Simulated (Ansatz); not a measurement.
# WSeS: the cost of one run

Program: Ansatz 0.2.0. Level of theory: DFT PBEsol+U (U_eff = 6 eV on W d, around-mean-field double counting), plane waves, PAW, no spin–orbit coupling unless a run says so. These are calculated values, not measurements.

1 further run of the same task is left out (it didn't finish).

## Step 1: Starting point

Symmetry: P-3m1, No. 164, trigonal system. Conventional cell: a = 3.248 Å, b = 3.248 Å, c = 13.459 Å, α = 90.00°, β = 90.00°, γ = 120.00°. Around S (site symmetry 3m) lie 3 W at 2.42 Å. Around Se (site symmetry 3m) lie 3 W at 2.53 Å. W (site symmetry 3m) has 3 S at 2.42 Å and 3 Se at 2.53 Å as nearest neighbours.

As a file:

```cif
data_structure
_symmetry_space_group_name_H-M 'P 1'
_symmetry_Int_Tables_number 1
_cell_length_a 3.2481
_cell_length_b 3.2481
_cell_length_c 13.4588
_cell_angle_alpha 90.000
_cell_angle_beta 90.000
_cell_angle_gamma 120.000
_cell_volume 122.97
loop_
_atom_site_label
_atom_site_type_symbol
_atom_site_fract_x
_atom_site_fract_y
_atom_site_fract_z
_atom_site_occupancy
S1 S 0.66667 0.33333 0.37024 1
S2 S 0.33333 0.66667 0.62976 1
Se1 Se 0.33333 0.66667 0.86928 1
Se2 Se 0.66667 0.33333 0.13072 1
W1 W 0.33333 0.66667 0.25685 1
W2 W 0.66667 0.33333 0.74315 1
```

## Step 2: Ferromagnetic start, free, symmetry kept, no search

File input.yaml:

```yaml
crystal:
  lattice:
    - [3.24811322, 0.0, 0.0]
    - [-1.62405661, 2.81294856, 0.0]
    - [0.0, 0.0, 13.45876355]
  atoms:
    - { symbol: S, position: [0.6666666667, 0.3333333333, 0.37023793] }
    - { symbol: S, position: [0.3333333333, 0.6666666667, 0.62976207] }
    - { symbol: Se, position: [0.3333333333, 0.6666666667, 0.86927589] }
    - { symbol: Se, position: [0.6666666667, 0.3333333333, 0.13072411] }
    - { symbol: W, position: [0.3333333333, 0.6666666667, 0.25684664], spin: 2.0 }
    - { symbol: W, position: [0.6666666667, 0.3333333333, 0.74315336], spin: 2.0 }
basis:
  ecutwfc: 420
  ecutrho_ratio: 4
kpoints:
  mp_grid: { grid: [7, 7, 2] }
hamiltonian:
  xc: pbesol
  hubbard:
    sites: [{ site: 4, l: d, u_eff: 6.0 }, { site: 5, l: d, u_eff: 6.0 }]
    double_counting: amf
scf:
  occupations: { method: gaussian, width: 0.05 }
  lower_state_search: "off"
  max_iter: 150
output:
  forces: true
  stress: true
  eigenvalues: true
  populations: true
  hubbard: { sites: [{ site: 4, l: d }, { site: 5, l: d }] }
magnetization:
  spin_polarized: true
```

On the command line:

```
$ ansatz run input.yaml --threads 4 --pin off --max-ram 6144MiB --backend cpu --events-out ev --progress --plain --runs-dir out
```

What time and memory should one allow on 4 threads of Arm Neoverse V1, shared host?

About 8.3 s, with a peak of 0.62 GiB.
